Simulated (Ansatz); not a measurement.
This was printed by a script on Ansatz 0.2.0 through its Python package, for a calculation of the dielectric tensor and Born charges of Rb3NaH4, space group Pm-3m. What did the script look like? Use: LDA, PAW, cutoff 550 eV, 3×3×3 k-points, fixed occupations.

Input file `POSCAR`:
```text
Rb3NaH4
1.0
   5.84403100    0.00000000    0.00000000
   0.00000000    5.84403100    0.00000000
   0.00000000    0.00000000    5.84403100
Rb Na H
3 1 4
Direct
   0.00000000    0.00000000    0.50000000
   0.00000000    0.50000000    0.00000000
   0.50000000    0.00000000    0.00000000
   0.50000000    0.50000000    0.50000000
   0.50000000    0.50000000    0.00000000
   0.50000000    0.00000000    0.50000000
   0.00000000    0.50000000    0.50000000
   0.00000000    0.00000000    0.00000000
```

```console
$ python run_eps.py
eps_inf
[[3.16 0.   0.  ]
 [0.   3.16 0.  ]
 [0.   0.   3.16]]
Born charge tensor of Rb 0
[[0.954 0.    0.   ]
 [0.    0.954 0.   ]
 [0.    0.    1.076]]
Born charge tensor of Rb 1
[[0.954 0.    0.   ]
 [0.    1.076 0.   ]
 [0.    0.    0.954]]
Born charge tensor of Rb 2
[[1.076 0.    0.   ]
 [0.    0.954 0.   ]
 [0.    0.    0.954]]
Born charge tensor of Na 3
[[1.214 0.    0.   ]
 [0.    1.214 0.   ]
 [0.    0.    1.214]]
Born charge tensor of H 4
[[-1.     0.     0.   ]
 [ 0.    -1.     0.   ]
 [ 0.     0.    -1.192]]
Born charge tensor of H 5
[[-1.     0.     0.   ]
 [ 0.    -1.192  0.   ]
 [ 0.     0.    -1.   ]]
Born charge tensor of H 6
[[-1.192  0.     0.   ]
 [ 0.    -1.     0.   ]
 [ 0.     0.    -1.   ]]
Born charge tensor of H 7
[[-1.006  0.     0.   ]
 [ 0.    -1.006  0.   ]
 [ 0.     0.    -1.006]]
charge neutrality missed by 0.0027 e before the sum rule
```

One script that gives this output:

`run_eps.py`
```python
# -*- coding: utf-8 -*-
import warnings

import ansatz as az
from ase.io import read
import numpy as np


def main():
    warnings.simplefilter("ignore", az.DeckWarning)

    atoms = read("POSCAR", format="vasp")
    structure = az.Crystal.from_ase(atoms)

    setup = (
        structure.calculation()
        .functional(az.Functional.LDA)
        .basis(550)
        .kpoints(mesh=(3, 3, 3))
        .occupations("fixed")
        .dielectric()
    )
    done = setup.run()
    response = done.dielectric
    eps = np.asarray(response.eps_inf)

    print("eps_inf")
    print(np.round(eps, 3) + 0.0)
    for index, (site, z) in enumerate(zip(done.lattice.sites, response.zstar_e)):
        print("Born charge tensor of", site.symbol, index)
        print(np.round(z, 3) + 0.0)
    print(f"charge neutrality missed by {response.zstar_sum_residual_pre_e:.4f} e before the sum rule")


if __name__ == "__main__":
    main()
```

Reading the output:
- With fixed filling the reported Fermi level is the top filled level among the k-points of the SCF.
- The structure comes from a database of computed cells and needn't be a stable or known phase.
- This is the electronic (clamped-ion) response; a semilocal gap that is too small tends to raise it. The typed mesh is that of the SCF; the response is solved on denser meshes that the run picks.
- By the engine's processor time: 45 s on 1 thread of Intel(R) Xeon(R) Processor @ 2.30GHz (shared host), peak memory 0.98 GiB.

(A comment or docstring line of the script was reworded after the run, the code is as it ran.)
